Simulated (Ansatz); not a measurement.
The system is LaBiS2O.

```
Bi La S O
1.0
     4.05550    0.00000    0.00000
     0.00000    4.05550    0.00000
     0.00000    0.00000   14.17327
Bi La S O
2 2 4 2
Direct
  0.50000 0.00000 0.13223
  0.00000 0.50000 0.86777
  0.00000 0.50000 0.41226
  0.50000 0.00000 0.58774
  0.50000 0.00000 0.30980
  0.00000 0.50000 0.69020
  0.00000 0.50000 0.10998
  0.50000 0.00000 0.89002
  0.50000 0.50000 0.50000
  0.00000 0.00000 0.50000
```

The cell is a database's computed one.

- Program: Ansatz 0.2.0
- Task: relaxation of cell and atoms
- Functional: RPBE
- Potentials or basis: Ansatz PAW
- Cutoff: 420 eV (not typed: the program's choice for these potentials)
- k mesh: 7 × 7 × 2
- Occupations: fermi-dirac, width 0.05 eV
- Spin: no spin polarisation

At the start: volume 23.31 Å³/atom.

Problem. How do energy, volume and symmetry change on relaxing?

Solution. It ends after 9 steps and the volume is 24.33 Å³/atom (+4.4 %); space group P4/nmm (No. 129, to 0.05 Å).

The path:
```
step  energy change (eV)  largest force (eV/Å)  volume (Å³)
   1              0.0000                0.2373       233.11
   2             -0.0589                0.0744       243.61
   3             -0.0640                0.0235       242.50
   4             -0.0650                0.0101       242.67
   5             -0.0650                0.0167       242.93
   6             -0.0650                0.0027       242.92
   7             -0.0726                0.0028       242.92
   8             -0.0724                0.0015       243.29
   9             -0.0727                0.0015       243.29
```

Final structure:
```
CELL_PARAMETERS angstrom
4.08675 0.00000 0.00000
0.00000 4.08675 0.00000
0.00000 0.00000 14.56708
ATOMIC_POSITIONS crystal
Bi 0.50000 0.00000 0.13573
Bi 0.00000 0.50000 0.86427
La 0.00000 0.50000 0.41370
La 0.50000 0.00000 0.58630
S 0.50000 0.00000 0.30929
S 0.00000 0.50000 0.69071
S 0.00000 0.50000 0.10885
S 0.50000 0.00000 0.89115
O 0.50000 0.50000 0.50000
O 0.00000 0.00000 0.50000
```

Caveat: the plane-wave basis is chosen anew once the cell has moved, so the energies of steps on either side of that aren't comparable; the PAW data sets come from PBE, with cores solved anew for the run's functional, which leaves a small shift of forces and pressure.
